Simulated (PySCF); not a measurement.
# Bi3 (Bi32+): the cost of one run

The runs use PySCF 2.14.0; several levels, as the steps say, no spin–orbit coupling.

3 further runs of the same task are left out: 2 for a known fault of the program, 1 set aside as unsound or not needed.

### Step 1. Where the work starts

3 atoms, charge 2, spin multiplicity 2.

Bond lengths: Bi1–Bi2 2.788 Å, Bi2–Bi3 2.810 Å. Angles: Bi1–Bi2–Bi3 180.0°.

As a file:

```
atom    x (Å)    y (Å)     z (Å)
 Bi1  0.00000  0.00000   2.79520
 Bi2  0.00000  0.00000   0.00742
 Bi3  0.00000  0.00000  -2.80263
```

An earlier session relaxed this geometry at TPSS, Bi def2-SVP with ECP60 (doublet, point group D∞h).

At TPSS on the finer grid: E = -643.055219 Eh, HOMO -14.27 eV, LUMO -14.17 eV (over both spins), ⟨S²⟩ = 0.870, Mulliken charge on Bi1 +0.85 e, largest force component 0.025 eV/Å. 

Levels to run: BLYP; revPBE; CAM-B3LYP; r2SCAN. Hardware: 2 threads of Intel Xeon Platinum 8375C at 2.90GHz (Ice Lake), shared host.

### Step 2. BLYP

run.py (the lines that set the calculation) reads:

```python
mol = gto.M(atom='''
Bi     0.00000     0.00000     2.79520
Bi     0.00000     0.00000     0.00742
Bi     0.00000     0.00000    -2.80263''',
    basis={'Bi': 'def2-SVP'},
    ecp={'Bi': 'def2-SVP'},
    charge=2, spin=1)
mf = dft.UKS(mol, xc='BLYP')
mf.grids.atom_grid = (75, 302)
mf = mf.density_fit()  # fitting sets: Bi def2-universal-JKFIT
mf.conv_tol = 1e-08; mf.max_cycle = 55
mf.kernel(dm0)  # dm0: the density of the relaxed state
```

The run is started by

```sh
$ OMP_NUM_THREADS=2 python run.py
```

**Question.** How long does this run take on 2 threads of Intel Xeon Platinum 8375C at 2.90GHz (Ice Lake), shared host?

About 42 s.
